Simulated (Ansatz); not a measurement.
# KRb2AsF6: the cost of one run

Computed with Ansatz 0.2.0 (DFT PBEsol, scalar-relativistic, plane waves, PAW, unless a step's input says otherwise).

2 further runs of the same task are left out: 1 that didn't finish, 1 set aside as unsound or not needed.

## (1) The structure to begin with

It takes space group Fm-3m (No. 225, cubic). Conventional cell: a = 9.078 Å, b = 9.078 Å, c = 9.078 Å, α = 90.00°, β = 90.00°, γ = 90.00°. Around K (site symmetry m-3m) lie 6 F at 2.49 Å. Around Rb (site symmetry -43m) lie 12 F at 3.22 Å. Around As (site symmetry m-3m) lie 6 F at 2.05 Å. Around F (site symmetry 4mm) lie 1 As at 2.05 Å and 1 K at 2.49 Å.

As a file:

```cif
data_structure
_symmetry_space_group_name_H-M 'P 1'
_symmetry_Int_Tables_number 1
_cell_length_a 6.4193
_cell_length_b 6.4193
_cell_length_c 6.4193
_cell_angle_alpha 60.000
_cell_angle_beta 60.000
_cell_angle_gamma 60.000
_cell_volume 187.05
loop_
_atom_site_label
_atom_site_type_symbol
_atom_site_fract_x
_atom_site_fract_y
_atom_site_fract_z
_atom_site_occupancy
K1 K 0.50000 0.50000 0.50000 1
Rb1 Rb 0.75000 0.75000 0.75000 1
Rb2 Rb 0.25000 0.25000 0.25000 1
As1 As 0.00000 0.00000 0.00000 1
F1 F 0.77441 0.22559 0.22559 1
F2 F 0.22559 0.22559 0.77441 1
F3 F 0.22559 0.77441 0.77441 1
F4 F 0.22559 0.77441 0.22559 1
F5 F 0.77441 0.22559 0.77441 1
F6 F 0.77441 0.77441 0.22559 1
```

It goes back to an entry of the Materials Project, which need not be the stable form.

This cell was relaxed beforehand with the same method: volume 18.70 Å³/atom, gap on the mesh 4.49 eV.

## (2) Zero of energy

The reference gives a free energy of -17574.0622 eV, pressure 0.00 GPa, largest force 0.000 eV/Å and gap on the mesh 4.49 eV. It was computed beforehand with the settings of the runs below.

## (3) Setting up freezing in a mode

Mode 1 of the phonon run on this cell, counted from the lowest, is frozen in: each atom moves by x times its row below, so x is the largest displacement.

```
atom      ux     uy      uz
  K1   0.000  0.000   0.000
 Rb2   0.000  0.000   0.000
 Rb3   0.000  0.000   0.000
 As4   0.000  0.000   0.000
  F5   0.000  0.000  -1.000
  F6   1.000  0.000   0.000
  F7   0.000  0.000   1.000
  F8   0.000  0.000   0.000
  F9   0.000  0.000   0.000
 F10  -1.000  0.000   0.000
```

## (4) At x = -0.260 Å

input.yaml reads:

```yaml
crystal:
  lattice:
    - [0.0, 4.5391449497, 4.5391449497]
    - [4.5391449497, 0.0, 4.5391449497]
    - [4.5391449497, 4.5391449497, 0.0]
  atoms:
    - { symbol: K, position: [0.5, 0.5, 0.5] }
    - { symbol: Rb, position: [0.75, 0.75, 0.75] }
    - { symbol: Rb, position: [0.25, 0.25, 0.25] }
    - { symbol: As, position: [0.0, 0.0, 0.0] }
    - { symbol: F, position: [0.8030494608, 0.2542300496, 0.1969505392] }
    - { symbol: F, position: [0.2542300496, 0.1969505392, 0.7457699504] }
    - { symbol: F, position: [0.1969505392, 0.7457699504, 0.8030494608] }
    - { symbol: F, position: [0.2255902944, 0.7744097056, 0.2255902944] }
    - { symbol: F, position: [0.7744097056, 0.2255902944, 0.7744097056] }
    - { symbol: F, position: [0.7457699504, 0.8030494608, 0.2542300496] }
basis:
  ecutwfc: 420
kpoints:
  mp_grid: { grid: [4, 4, 4] }
hamiltonian:
  xc: pbesol
scf:
  occupations: { method: gaussian, width: 0.05 }
output:
  forces: true
  stress: true
  eigenvalues: true
```

Started as:

```console
$ ansatz run input.yaml --threads 2 --pin off --max-ram 5120MiB --backend cpu --events-out ev --progress --plain --runs-dir out
```

Q: Estimate wall time and peak memory on 2 threads of Arm Neoverse V2, shared host.

About 4 s, with a peak of 0.52 GiB.
